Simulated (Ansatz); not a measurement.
**CH₆FNOSi: basis-set convergence**

The task here is to estimate one member of a computed series from the others.

Computed with Ansatz 0.2.0, Gaussian basis. Level: one geometry, several basis sets.

Levels to be run: PBE0-D4/def2-SVP; ωB97M-V/def2-SVP; PBE0-D4/def2-QZVPP; ωB97M-V/def2-QZVPP; the functionals' def2-TZVPP values are taken from earlier runs.

### The relaxed structure

The geometry comes from an earlier relaxation with PBE0-D4 in a triple-zeta def2 set; it is a stationary point, not always the lowest conformer.

SMILES `NCO[SiH2]F`, 11 atoms, charge 0, spin multiplicity 1.

Atoms are counted from 1 here; the program's logs count them from 0.

Bond lengths: N1–C2 1.417 Å, N1–H6 1.011 Å, N1–H7 1.011 Å, C2–O3 1.437 Å, C2–H8 1.096 Å, C2–H9 1.091 Å, O3–Si4 1.622 Å, Si4–F5 1.602 Å, Si4–H10 1.484 Å, Si4–H11 1.475 Å. Angles: C2–N1–H6 111.7°, C2–N1–H7 112.3°, H6–N1–H7 108.6°, N1–C2–O3 115.0°, N1–C2–H8 109.1°, N1–C2–H9 109.3°, O3–C2–H8 109.1°, O3–C2–H9 105.6°, H8–C2–H9 108.6°, C2–O3–Si4 124.7°, O3–Si4–F5 110.7°, O3–Si4–H10 110.9°, O3–Si4–H11 107.6°, F5–Si4–H10 105.5°, F5–Si4–H11 108.1°, H10–Si4–H11 114.1°.

Geometry (Å):

```tsv
atom	x (Å)	y (Å)	z (Å)
N1	-0.2908	1.3024	-1.2578
C2	-0.6880	-0.0096	-0.8991
O3	-0.6849	-0.2803	0.5120
Si4	0.5949	-0.8310	1.3432
F5	1.7474	0.2790	1.4102
H6	-0.8847	2.0021	-0.8335
H7	0.6689	1.4962	-1.0040
H8	-0.0365	-0.7315	-1.4040
H9	-1.7142	-0.1790	-1.2277
H10	1.2077	-1.9973	0.6611
H11	0.1453	-1.1081	2.7203
```

The first run:

in.yaml reads:

```yaml
crystal:
  periodic: [false, false, false]
  atoms:
    - {symbol: N, position_ang: [-0.290793, 1.302366, -1.257793]}
    - {symbol: C, position_ang: [-0.687969, -0.009613, -0.899061]}
    - {symbol: O, position_ang: [-0.684923, -0.280285, 0.512027]}
    - {symbol: Si, position_ang: [0.594921, -0.831038, 1.343160]}
    - {symbol: F, position_ang: [1.747444, 0.278973, 1.410151]}
    - {symbol: H, position_ang: [-0.884656, 2.002148, -0.833465]}
    - {symbol: H, position_ang: [0.668912, 1.496190, -1.004016]}
    - {symbol: H, position_ang: [-0.036497, -0.731516, -1.403969]}
    - {symbol: H, position_ang: [-1.714173, -0.178982, -1.227695]}
    - {symbol: H, position_ang: [1.207735, -1.997282, 0.661053]}
    - {symbol: H, position_ang: [0.145300, -1.108064, 2.720307]}
basis:
  gaussian: {orbitals: def2-SVP}
hamiltonian: {xc: pbe0, dispersion: d4}
output: {orbitals: {seedname: orbitals}}
```

Run with:

```console
$ ansatz run in.yaml --threads 4 --pin off --events-out ev --progress --plain --max-ram 10444MiB
```

Steps of the session up to this table: PBE0-D4 in def2-SVP; ωB97M-V in def2-SVP; PBE0-D4 in def2-QZVPP; ωB97M-V in def2-QZVPP.

One of the session's tables, all rows but one given; the rest of the session is left out.

It belongs to the step «Functionals by basis». 

```
functional       basis  HOMO (eV)  LUMO (eV)
   PBE0-D4    def2-SVP      -7.47       1.46
   PBE0-D4  def2-TZVPP          ?          ?
   PBE0-D4  def2-QZVPP      -7.74       0.41
   ωB97M-V    def2-SVP      -9.89       3.29
   ωB97M-V  def2-TZVPP     -10.12       2.29
   ωB97M-V  def2-QZVPP     -10.17       1.73
```

Q: Estimate the row for PBE0-D4, def2-TZVPP from the others.

**Answer.** HOMO (eV): -7.69; LUMO (eV): 0.71. In the column «HOMO (eV)» it lies between PBE0-D4, def2-QZVPP (-7.74) and PBE0-D4, def2-SVP (-7.47).
